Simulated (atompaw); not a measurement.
# A PAW (atompaw) potential for gold, from input to tests

Aim: build the potential from the settings below, then test how well it stands in for the atom: scattering, ghost states and the plane-wave cutoff that it needs.

Method: atompaw 4.2.0.5, PBEsol, non-relativistic.

**1. Settings**

Typed settings, in words:

- element: gold (Au, Z = 79)
- type: PAW
- frozen core: [Xe] 4f14
- valence charge: 11
- reference configuration: 5d10 6s1 6p0
- partial waves: 6s (bound): rc 3.00 bohr; 6s channel at 1.1 Ry: rc 2.50 bohr; 6p (bound, empty): rc 3.00 bohr; 6p channel at 4.75 Ry: rc 3.00 bohr; 5d (bound): rc 3.00 bohr; 5d channel at -0.05 Ry: rc 2.05 bohr
- local potential: vpsmatchnc scheme with l = 3 at 0 Ry, radius 2.20 bohr
- core correction: smooth core density matched at 2.70 bohr
- augmentation charge: besselshape compensation charge, radius 2.95 bohr; PAW radius 3.00 bohr; waves and projectors: custom polynom2 7 10 vanderbiltortho

The outer shells as boxes (Hund's rule for the drawing; the calculation is spin-unpolarised):

```
[Xe] core
4f [↑↓][↑↓][↑↓][↑↓][↑↓][↑↓][↑↓]
5d [↑↓][↑↓][↑↓][↑↓][↑↓]
6s [↑ ]
6p [  ][  ][  ]
```

An earlier all-electron run gives the scale for the radii.

All-electron outer shells of the reference configuration (PBEsol, non-relativistic, ld1.x):

| shell | level (eV) | outermost node (bohr) | outermost maximum (bohr) |
| --- | --- | --- | --- |
| 5s | -84.50 | 0.53 | 0.93 |
| 5p | -54.26 | 0.54 | 0.99 |
| 5d | -8.09 | 0.56 | 1.20 |
| 6s | -4.13 | 1.24 | 2.67 |
| 6p | -0.76 | 1.38 | 3.83 |

**2. The generation run**

Au.input reads:

```
Au 79
GGA-PBESOL loggrid 2001 logderivrange -3 5 201
6 6 5 4 0 0
6 0 1
6 1 0
0 0 0
c
c
c
c
c
v
c
c
c
c
v
c
c
v
c
2
3.00 2.95 2.20 2.70
y
1.1
n
y
4.75
n
y
-0.05
n
custom polynom2 7 10 vanderbiltortho besselshape
3 0 vpsmatchnc
3.00
2.50
3.00
3.00
3.00
2.05
PWSCFOUT
UPFDX 0.0125d0 UPFXMIN -7.d0 UPFZMESH 79.d0
END
```

Run with:

```
atompaw < Au.input > Au.log
```

What does the calculation give? Wanted: cutoffs for 10 and 1 mRy, occupied levels; bound ghosts; largest phase difference near zero energy, channels read; lowest eigenvalue of the overlap; share of valence orbitals outside the PAW sphere; UPF file.

The runs gave:

| quantity | value |
| --- | --- |
| cutoffs for 10 and 1 mRy, occupied levels | 21 Ry and 50 Ry |
| bound ghosts | s at -133.81 eV, d at -8.32 eV |
| largest phase difference near zero energy, channels read | 2.865 rad |
| lowest eigenvalue of the overlap (Bessel basis) | 0.222 (d) |
| share of valence orbitals outside the PAW sphere | 6s 54 %, 6p 85 %, 5d 4 % |
| UPF file | written |

It has a bound ghost (s, d), a state that the atom doesn't have, and that rules the file out. The potential is soft on the atom at that tolerance: the looser tolerance needs 21 Ry. The slowest occupied level is 5d: taken alone it needs 21 Ry to come within 1 mRy, against 10 Ry for 6s. Near zero energy the largest phase difference among the channels read is 2.86 rad, in the d channel. A step near π is an extra or missing state, not a misfit of shape. In the d channel the atom's pole at 4.07 Ry sits lower, at -0.43 Ry, in the pseudo curve. A non-relativistic atom is unphysical at this Z; the numbers test the scheme, not the element.
